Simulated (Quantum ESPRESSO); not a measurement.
The system is Cd2S.

```xyz
3
Lattice="3.9627 0.0000 0.0000 -1.9813 3.4318 0.0000 0.0000 0.0000 5.8092" Properties=species:S:1:pos:R:3 pbc="T T T"
Cd    0.0000    2.2878    5.4183
Cd    1.9813    1.1439    3.3620
S     0.0000    2.2878    2.1245
```

The cell comes from a database or a generator and needn't be the stable form of this composition.

Program: Quantum ESPRESSO 7.5. Alike in all runs: no spin polarisation; cell as given; k mesh 8 × 8 × 5; smearing fermi-dirac 0.05 eV.

Question: Order these runs on this cell by their pressure, lowest first.
A. level PBEsol; potentials or basis GBRV 1.5 PBEsol; cutoff (eV) 612
B. level PBE; potentials or basis SSSP 1.3 efficiency PBE; cutoff (eV) 816
C. level LDA; potentials or basis GBRV 1.5 LDA; cutoff (eV) 612; form of the LDA correlation PZ81

Answer: C (-4.7 GPa), A (-2.8 GPa), B (-0.2 GPa).
